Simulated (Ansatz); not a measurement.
## Mg₅Zn, space group P-62m: a charge-density difference against the sublattices, step by step

Computed with Ansatz 0.2.0 through its Python package.

Typed at the interpreter:
```pycon
>>> import ansatz
>>> import numpy as np
>>> vectors0 = np.array([
...     [5.35023, 0.0, 0.0],
...     [-2.675115, 4.633435, 0.0],
...     [0.0, 0.0, 4.973024],
... ])
>>> sites = [
...     ("Mg", (0.0, 0.680741, 0.5)),
...     ("Mg", (0.680741, 0.0, 0.5)),
...     ("Mg", (0.319259, 0.319259, 0.5)),
...     ("Mg", (2 / 3, 1 / 3, 0.0)),
...     ("Mg", (1 / 3, 2 / 3, 0.0)),
...     ("Zn", (0.0, 0.0, 0.0)),
... ]
>>> def build(cell):
...     crystal = ansatz.Crystal(lattice=ansatz.Lattice.of(cell))
...     for symbol, position in sites:
...         crystal = crystal.atom(symbol, position)
...     return crystal
...
>>> # one cutoff and one grid for all runs, so that the fields can be subtracted
>>> def solve(crystal):
...     return (
...         crystal.calculation()
...         .occupations("methfessel_paxton", width=100 * ansatz.meV)  # the run then minimises F = E - TS
...         .functional(ansatz.Functional.LDA)
...         .basis(460, grid_basis="typed")
...         .kpoints(5, 5, 5)  # sampling of the Brillouin zone
...         .density()
...         .run(threads=1)
...     )
...
>>> whole = solve(build(vectors0))
>>> difference = whole.density().channels[0].density_e_per_ang3.copy()
>>> binding = whole.report["free_energy_ev"]
>>> for element in ["Mg", "Zn"]:
...     part = ansatz.Crystal(lattice=ansatz.Lattice.of(vectors0))
...     for symbol, position in sites:
...         if symbol == element:
...             part = part.atom(symbol, position)
...     alone = solve(part)
...     difference -= alone.density().channels[0].density_e_per_ang3
...     binding -= alone.report["free_energy_ev"]
...     print(f"{element} sublattice: {alone.report['n_electrons']:g} electrons, {alone.report['n_iterations']} iterations")
...
Mg sublattice: 50 electrons, 6 iterations
Zn sublattice: 12 electrons, 5 iterations
>>> voxel = abs(np.linalg.det(vectors0)) / difference.size
>>> print(f"energy of the crystal less its unpolarised sublattices: {binding / len(sites):.4f} eV/atom")
energy of the crystal less its unpolarised sublattices: -0.4352 eV/atom
>>> print(f"net charge of the difference {difference.sum() * voxel:.5f} e, charge rearranged {0.5 * np.abs(difference).sum() * voxel:.3f} e")
net charge of the difference 0.00000 e, charge rearranged 0.480 e
>>> print(f"extremes {difference.min():.4f} and {difference.max():.4f} e/A^3")
extremes -0.1726 and 0.0236 e/A^3
>>> for (symbol, position) in sites:
...     index = tuple(int(round(p * n)) % n for p, n in zip(position, difference.shape))
...     print(f"  change of the pseudo-density at the grid point nearest {symbol}: {difference[index]:+.4f} e/A^3")
...
  change of the pseudo-density at the grid point nearest Mg: -0.0003 e/A^3
  change of the pseudo-density at the grid point nearest Mg: -0.0003 e/A^3
  change of the pseudo-density at the grid point nearest Mg: -0.0003 e/A^3
  change of the pseudo-density at the grid point nearest Mg: -0.0024 e/A^3
  change of the pseudo-density at the grid point nearest Mg: -0.0024 e/A^3
  change of the pseudo-density at the grid point nearest Zn: -0.1726 e/A^3
>>> profile = difference.mean(axis=(0, 1))
>>> print("planar mean along the third vector:", np.round(profile[:: max(len(profile) // 12, 1)], 4))
planar mean along the third vector: [-0.0002  0.0003  0.0013  0.0016 -0.0002 -0.0019 -0.0021 -0.0019 -0.0002
  0.0016  0.0013  0.0003]
```

What to keep in mind:
- The fields are valence quantities on the plane-wave grid; their values near the nuclei depend on the potentials.
- This cell is a computed structure, which may not be the phase found in nature.
- Charge moved counts every rearrangement, bonding and polarisation too, and is no transfer between atoms; the bare sublattices are artificial references. Values near the nuclei depend on the potentials.
- Run time: 12 s on 1 thread of Arm Neoverse V1, on a shared host, peak memory 0.4 GiB.
